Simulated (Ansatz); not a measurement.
# CH3GeNO: the cost of one run

Program: Ansatz 0.2.0. Level of theory: RKS PBE0-D4/def2-TZVP. These are calculated values, not measurements.

## 1. Where the work starts

SMILES `O[C]1=[N][GeH2]1`, 7 atoms, charge 0, spin multiplicity 1.

Atoms are counted from 1 here; the program's logs count them from 0.

Bond lengths: O1–C2 1.333 Å, O1–H5 0.987 Å, C2–N3 1.279 Å, C2–Ge4 1.883 Å, N3–Ge4 1.987 Å, Ge4–H6 1.540 Å, Ge4–H7 1.540 Å. Angles: C2–O1–H5 106.3°, O1–C2–N3 134.0°, O1–C2–Ge4 150.8°, N3–C2–Ge4 75.2°, C2–N3–Ge4 66.3°, C2–Ge4–N3 38.5°, C2–Ge4–H6 120.8°, C2–Ge4–H7 120.8°, N3–Ge4–H6 113.8°, N3–Ge4–H7 113.8°, H6–Ge4–H7 118.4°.

As a file:

```xyz
7
charge 0, multiplicity 1
O     1.68140   -0.72724    0.70607
C     0.47795   -0.38589    0.24447
N    -0.62673   -1.01268    0.09417
Ge   -0.70332    0.88718   -0.48212
H     1.62052   -1.67812    0.96432
H    -1.56095    1.78001    0.43362
H    -0.82767    1.06873   -2.00624
```

This geometry comes from a loose relaxation at PBE in a small basis, which is not shown.

## 3. Setting up the map

First coordinate, bond length O1–C2: 9 values from 1.086 to 1.986 Å. Second coordinate, angle O1–C2–Ge4: 9 values from 108.2 to 179.0 °.

Nothing else is relaxed (all other coordinates rigid). Energies count from the relaxed molecule at the same level. Points are written as (first, second).

(The set-up runs are not shown.)

## 4. Point (1.311 Å, 152.4°)

Input file input.yaml:

```yaml
crystal:
  periodic: [false, false, false]
  atoms:
    - { symbol: O, position_ang: [1.672158, -0.711708, 0.698358] }
    - { symbol: C, position_ang: [0.488475, -0.377121, 0.244851] }
    - { symbol: "N", position_ang: [-0.60009, -1.002958, 0.099856] }
    - { symbol: Ge, position_ang: [-0.717313, 0.844427, -0.473829] }
    - { symbol: H, position_ang: [1.629364, -1.647332, 0.958133] }
    - { symbol: H, position_ang: [-1.525522, 1.772148, 0.426926] }
    - { symbol: H, position_ang: [-0.801681, 1.070865, -1.979432] }
basis:
  gaussian: { orbitals: def2-TZVP }
hamiltonian:
  xc: pbe0
  dispersion: d4
output:
  forces: true
```

Run with:

```sh
> ansatz run input.yaml --threads 1 --pin off --max-ram 2560MiB --backend cpu --events-out ev --progress --plain --runs-dir out
```

What time and memory should one allow on 1 thread of Arm Neoverse V2, shared host?

About 5.1 s, with a peak of 0.31 GiB.
